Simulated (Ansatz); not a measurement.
**Beryllium, bcc under LDA: from relaxation to bulk modulus**

What does LDA give for beryllium in the bcc structure? We relax it, solve it on a dense k-mesh, switch on spin-orbit coupling, then scale the cell to 7 volumes from 88 to 112 % of the relaxed one and try a fit of the equation of state. The k-meshes are 17×17×17 for the relaxation; 29×29×29 for the dense run; 18×18×18 for spin-orbit coupling; 20×20×20 for the volumes.

This is Be in the bcc structure; at room conditions it is hcp.

Method: DFT LDA (PW92), plane waves (420 eV) with PAW, scalar-relativistic; PAW files made under PBE, frozen cores solved again for the functional, in Ansatz 0.2.0.

## 1. Starting point

Symmetry: Im-3m, No. 229, cubic system. The conventional cell has a = 2.532 Å, b = 2.532 Å, c = 2.532 Å, α = 90.00°, β = 90.00°, γ = 90.00°. Be (site symmetry m-3m) has 8 Be at 2.19 Å as nearest neighbours.

Structure file:

```
CELL_PARAMETERS angstrom
-1.26581 1.26581 1.26581
1.26581 -1.26581 1.26581
1.26581 1.26581 -1.26581
ATOMIC_POSITIONS crystal
Be 0.00000 0.00000 0.00000
```

## 2. Geometry optimisation

input.yaml

```yaml
crystal:
  lattice:
    - [-1.2658080948, 1.2658080948, 1.2658080948]
    - [1.2658080948, -1.2658080948, 1.2658080948]
    - [1.2658080948, 1.2658080948, -1.2658080948]
  atoms:
    - { symbol: Be, position: [0.0, 0.0, 0.0] }
hamiltonian:
  xc: lda
  pseudopotentials:
    kind: paw
    azcp:
      Be: "pseudopotentials/Be.paw.azcp"
basis:
  ecutwfc: 420
  fft_grid_basis: typed
kpoints:
  mp_grid: { grid: [17, 17, 17], shift: [0, 0, 0] }
magnetization:
  spin_polarized: false
scf:
  occupations: { method: fermi_dirac, width: 0.1 }
relax:
  max_steps: 60
  f_tol: 0.01
  cell: {}
output:
  write_density: true
  write_potential: true
  elf: true
  volumetric_format: npy
```

After this run come: Single point on a dense mesh; Spin-orbit coupling switched on; At 88 % of the relaxed volume; At 92 % of the relaxed volume; At 96 % of the relaxed volume; At 100 % of the relaxed volume; At 104 % of the relaxed volume; At 108 % of the relaxed volume; At 112 % of the relaxed volume.

Before running it: what results should come out? Wanted: space group; conventional cell; volume; shortest distance; gap on the mesh; relative to hcp; highest ELF outside the cores; V₀, B₀, B₀′.

**Answer**, as computed:

```
                      quantity                               value
space group (spins left aside)                     Im-3m (No. 229)
             conventional cell                         a = 2.462 Å
                        volume                       7.466 Å³/atom
             shortest distance                             2.133 Å
               gap on the mesh        none (levels filled in part)
               relative to hcp                        +98 meV/atom
 highest ELF outside the cores  0.62, 1.38 Å from the nearest atom
                   V₀, B₀, B₀′         7.456 Å³/atom, 133 GPa, 3.3
```

In words: From the guessed start the volume shrank by 8.0 % in 5 steps. Against the reference form of beryllium (hcp, computed apart with the same settings) it stands 98 meV/atom higher. Levels at the Fermi energy are filled in part, as in a metal. The total energy of the spin-orbit run (on a coarser mesh) lies 0 meV/atom from the scalar one; mesh and treatment of the core enter this figure, so it is no spin-orbit energy. B₀ comes out at 133 GPa. The symmetry was held, so the structure may be unstable against distortions that break it.
